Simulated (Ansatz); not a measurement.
# CH3BClN: small, medium and large basis sets

An exercise on one series of results from a longer session: the logs are not shown, and one member is left open.

Method: one geometry, several basis sets; program: Ansatz 0.2.0, Gaussian basis.

Levels to be run: PBE0-D4/def2-SVP; ωB97M-V/def2-SVP; PBE0-D4/def2-QZVPP; ωB97M-V/def2-QZVPP; the functionals' def2-TZVPP values are taken from earlier runs.

### Structure used throughout

The geometry comes from an earlier relaxation with PBE0-D4 in a triple-zeta def2 set; it is a stationary point, not always the lowest conformer.

7 atoms, charge 0, spin multiplicity 1.

Atoms are counted from 1 here; the program's logs count them from 0.

Bond lengths: B1–C2 1.557 Å, B1–Cl4 1.854 Å, B1–H5 1.208 Å, B1–H6 1.208 Å, C2–N3 1.151 Å, N3–H7 0.997 Å. Angles: C2–B1–Cl4 105.4°, C2–B1–H5 105.5°, C2–B1–H6 105.5°, Cl4–B1–H5 113.5°, Cl4–B1–H6 113.5°, H5–B1–H6 112.3°, B1–C2–N3 179.9°, C2–N3–H7 178.0°.

The first run:

File in.yaml:

```yaml
crystal:
  periodic: [false, false, false]
  atoms:
    - {symbol: B, position_ang: [-0.487265, 0.684043, -0.489747]}
    - {symbol: C, position_ang: [0.239858, -0.365757, 0.401747]}
    - {symbol: N, position_ang: [0.778219, -1.142934, 1.058606]}
    - {symbol: Cl, position_ang: [0.069768, 0.331092, -2.222142]}
    - {symbol: H, position_ang: [-1.667091, 0.494394, -0.314373]}
    - {symbol: H, position_ang: [-0.129460, 1.761541, -0.077982]}
    - {symbol: H, position_ang: [1.257271, -1.830479, 1.598090]}
basis:
  gaussian: {orbitals: def2-SVP}
hamiltonian: {xc: pbe0, dispersion: d4}
output: {orbitals: {seedname: orbitals}}
```

The run is started by

```
ansatz run in.yaml --threads 2 --pin off --events-out ev --progress --plain --max-ram 4352MiB
```

Among the steps run: PBE0-D4 in def2-SVP; ωB97M-V in def2-SVP; PBE0-D4 in def2-QZVPP; ωB97M-V in def2-QZVPP.

One table of the session follows, with a row left open; its other results are not shown here.

It belongs to the step «Functionals by basis». 

```
functional       basis  HOMO (eV)
   PBE0-D4    def2-SVP      -7.17
   PBE0-D4  def2-TZVPP      -7.42
   PBE0-D4  def2-QZVPP      -7.47
   ωB97M-V    def2-SVP      -9.33
   ωB97M-V  def2-TZVPP      -9.64
   ωB97M-V  def2-QZVPP          ?
```

Estimate the missing values for ωB97M-V, def2-QZVPP.

As computed: HOMO (eV): -9.70. In the column «HOMO (eV)» it is the lowest.
